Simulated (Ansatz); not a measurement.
# Cd (Cadmium): how the settings move a relaxation

How sensitive is a relaxation of Cd (Cadmium) to its settings? A reference run comes first, then one run with altered input.

Program: Ansatz 0.2.0. Level of theory: reference: DFT, r2SCAN, PAW with Ansatz's default frozen-core files, scalar-relativistic; relaxation of cell and atoms. These are calculated values, not measurements.

### Step 1. The starting structure

It takes space group P6_3/mmc (No. 194, hexagonal). The conventional cell has a = 2.979 Å, b = 2.979 Å, c = 5.618 Å, α = 90.00°, β = 90.00°, γ = 120.00°. Around Cd (site symmetry -6m2) lie 12 Cd at 2.98 to 3.29 Å.

As a file:

```
CELL_PARAMETERS angstrom
2.97887 0.00000 0.00000
-1.48944 2.57978 0.00000
0.00000 0.00000 5.61765
ATOMIC_POSITIONS crystal
Cd 0.33333 0.66667 0.25000
Cd 0.66667 0.33333 0.75000
```

### Step 2. Reference

File input.yaml:

```yaml
crystal:
  lattice:
    - [2.97887000001, 0.0, 0.0]
    - [-1.48943500001, 2.57977709458, 0.0]
    - [0.0, 0.0, 5.61765]
  atoms:
    - { symbol: Cd, position: [0.333333333333, 0.666666666667, 0.25] }
    - { symbol: Cd, position: [0.666666666667, 0.333333333333, 0.75] }
kpoints:
  mp_grid: { grid: [16, 16, 8] }
scf:
  occupations: { method: fermi_dirac, width: 0.08 }
hamiltonian:
  xc: r2scan
  pseudopotentials: { kind: paw }
relax:
  f_tol: 0.002
  max_steps: 80
  cell: {}
output:
  forces: true
  stress: true
```

Launch:

```
$ ansatz run input.yaml --threads 1 --pin off --max-ram 3072MiB --backend cpu --events-out ev --progress --plain --runs-dir out
```

### Step 3. Changing settings: mixing.algorithm anderson, mixing.beta 0.7, preconditioner kerker

Edit input.yaml of step 2 so:

```diff
@@ -12,2 +12,3 @@
   occupations: { method: fermi_dirac, width: 0.08 }
+  mixing: { algorithm: anderson, beta: 0.7, preconditioner: kerker }
 hamiltonian:
@@ -22 +23,5 @@
   stress: true
+  write_density: true
+  write_potential: true
+  elf: true
+  volumetric_format: npy
```

What does the calculation give? Wanted: for each run, ending; energy change; pressure; gap; force.

The runs gave:

```csv
run,ending,energy change,pressure (GPa),gap (eV),force (eV/Å),cycles,time
reference,converged,0,0.0,0.00,0.00,22,42 s
"1: mixing.algorithm anderson, mixing.beta 0.7, preconditioner kerker",converged,0.0 meV/atom,0.0,0.00,0.00,21,53 s
```

Times don't compare one to one where runs were asked for different outputs or read a saved state (see the inputs); cycles may leave out searches for a lower state.

**Reading.** With the changed mixing the energy agrees within 0.5 meV/atom.
